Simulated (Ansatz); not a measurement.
# AlBFH5O: the cost of one run

Method: RHF/def2-SVP, in Ansatz 0.2.0.

## (1) The structure to begin with

Bond lengths: B1–F2 1.670 Å, B1–H3 1.190 Å, B1–H4 1.190 Å, B1–O5 1.710 Å, O5–Al6 1.780 Å, Al6–H7 1.560 Å, Al6–H8 1.560 Å, F2–H9 1.041 Å, O5–H9 1.132 Å. Angles: B1–F2–H9 80.7°, F2–B1–H3 120.0°, F2–B1–H4 120.0°, F2–B1–O5 71.6°, H3–B1–H4 120.0°, H3–B1–O5 97.0°, H4–B1–O5 101.2°, B1–O5–Al6 125.0°, B1–O5–H9 76.7°, Al6–O5–H9 140.3°, O5–Al6–H7 120.0°, O5–Al6–H8 120.0°, H7–Al6–H8 120.0°, F2–H9–O5 131.0°.

As a file:

```xyz
9

B     0.0000    0.0000    0.0000
F     0.0000    0.0000    1.6700
H     1.0305    0.0000   -0.5950
H    -1.0305    0.0000   -0.5950
O     0.0715   -1.6212    0.5392
Al   -0.7444   -2.9950   -0.2453
H     0.0056   -4.3518   -0.4190
H    -2.2093   -2.8421   -0.7592
H     0.0453   -1.0266    1.5024
```

## (2) Pulling towards end A

Springs on the bonds that form and break draw the guess towards this end; the thresholds are loose.

Input file input.yaml:

```yaml
crystal:
  periodic: [false, false, false]
  atoms:
    - { symbol: B, position_ang: [0.0, 0.0, 0.0] }
    - { symbol: F, position_ang: [0.0, 0.0, 1.67] }
    - { symbol: H, position_ang: [1.0305, 0.0, -0.595] }
    - { symbol: H, position_ang: [-1.0305, 0.0, -0.595] }
    - { symbol: O, position_ang: [0.0715, -1.6212, 0.5392] }
    - { symbol: Al, position_ang: [-0.7444, -2.995, -0.2453] }
    - { symbol: H, position_ang: [0.0056, -4.3518, -0.419] }
    - { symbol: H, position_ang: [-2.2093, -2.8421, -0.7592] }
    - { symbol: H, position_ang: [0.0453, -1.0266, 1.5024] }
basis:
  gaussian: { orbitals: def2-SVP }
hamiltonian:
  xc: hf
relax:
  f_tol: 0.15
  max_steps: 25
  restrain:
    - { distance: [0, 4], at: 2.61, k: 30.0 }
    - { distance: [8, 1], at: 2.12, k: 30.0 }
    - { distance: [0, 1], at: 1.32, k: 30.0 }
    - { distance: [8, 4], at: 1.01, k: 30.0 }
```

Launch:

```bash
ansatz run input.yaml --threads 1 --pin off --max-ram 2048MiB --backend cpu --events-out ev --progress --plain --runs-dir out
```

**Question.** How long does this run take on 1 thread of AMD EPYC 7R43 (Zen 3), shared host, and how much memory does it need?

About 17 s, with a peak of 0.16 GiB.
